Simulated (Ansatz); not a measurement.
# CH₆NO₂Sb: how energies converge with the basis set

The task here is to estimate one member of a computed series from the others.

The runs use Ansatz 0.2.0, Gaussian basis; one geometry, several basis sets.

Levels to be run: PBE0-D4/def2-SVP; ωB97M-V/def2-SVP; PBE0-D4/def2-QZVPP; ωB97M-V/def2-QZVPP; the functionals' def2-TZVPP values are taken from earlier runs.

## Structure used throughout

The geometry comes from an earlier relaxation with PBE0-D4 in a triple-zeta def2 set; it is a stationary point, not always the lowest conformer. Sb takes the def2 core potential; no spin-orbit term is included.

11 atoms, charge 0, spin multiplicity 1.

Atoms are counted from 1 here; the program's logs count them from 0.

Bond lengths: O1–C2 1.428 Å, O1–H6 0.961 Å, C2–O3 1.387 Å, C2–N4 1.411 Å, C2–H7 1.103 Å, O3–H8 0.962 Å, N4–Sb5 2.050 Å, N4–H9 1.009 Å, Sb5–H10 1.725 Å, Sb5–H11 1.714 Å. Angles: C2–O1–H6 108.5°, O1–C2–O3 104.7°, O1–C2–N4 115.4°, O1–C2–H7 108.5°, O3–C2–N4 108.0°, O3–C2–H7 111.5°, N4–C2–H7 108.7°, C2–O3–H8 107.1°, C2–N4–Sb5 115.9°, C2–N4–H9 112.9°, Sb5–N4–H9 116.3°, N4–Sb5–H10 97.1°, N4–Sb5–H11 91.1°, H10–Sb5–H11 89.7°.

Set-up of the first run:

Input file in.yaml:

```yaml
crystal:
  periodic: [false, false, false]
  atoms:
    - {symbol: O, position_ang: [-1.544242, 0.131896, 0.481588]}
    - {symbol: C, position_ang: [-0.242590, -0.230194, 0.942631]}
    - {symbol: O, position_ang: [-0.253329, -1.616885, 0.971219]}
    - {symbol: N, position_ang: [0.827068, 0.180833, 0.120139]}
    - {symbol: Sb, position_ang: [0.703473, -0.371765, -1.850345]}
    - {symbol: H, position_ang: [-1.629769, 1.088230, 0.528221]}
    - {symbol: H, position_ang: [-0.097489, 0.194016, 1.950253]}
    - {symbol: H, position_ang: [-1.154318, -1.888356, 1.171805]}
    - {symbol: H, position_ang: [1.118537, 1.129694, 0.300320]}
    - {symbol: H, position_ang: [0.052162, 1.109945, -2.446721]}
    - {symbol: H, position_ang: [2.285895, 0.215484, -2.148512]}
basis:
  gaussian: {orbitals: def2-SVP}
hamiltonian: {xc: pbe0, dispersion: d4}
output: {orbitals: {seedname: orbitals}}
```

Launch:

```bash
> ansatz run in.yaml --threads 4 --pin off --events-out ev --progress --plain --max-ram 10444MiB
```

Steps of the session up to this table: PBE0-D4 in def2-SVP; ωB97M-V in def2-SVP; PBE0-D4 in def2-QZVPP; ωB97M-V in def2-QZVPP.

One of the session's tables, all rows but one given; the rest of the session is left out.

It belongs to the step «Functionals by basis». 

| functional | basis | HOMO (eV) | LUMO (eV) |
| --- | --- | --- | --- |
| PBE0-D4 | def2-SVP | -6.96 | -0.08 |
| PBE0-D4 | def2-TZVPP | -7.16 | -0.41 |
| PBE0-D4 | def2-QZVPP | ? | ? |
| ωB97M-V | def2-SVP | -9.18 | 1.79 |
| ωB97M-V | def2-TZVPP | -9.36 | 1.25 |
| ωB97M-V | def2-QZVPP | -9.39 | 1.01 |

Estimate the missing values for PBE0-D4, def2-QZVPP.

The run gave: HOMO (eV): -7.20; LUMO (eV): -0.51. In the column «HOMO (eV)» it lies between ωB97M-V, def2-SVP (-9.18) and PBE0-D4, def2-TZVPP (-7.16).
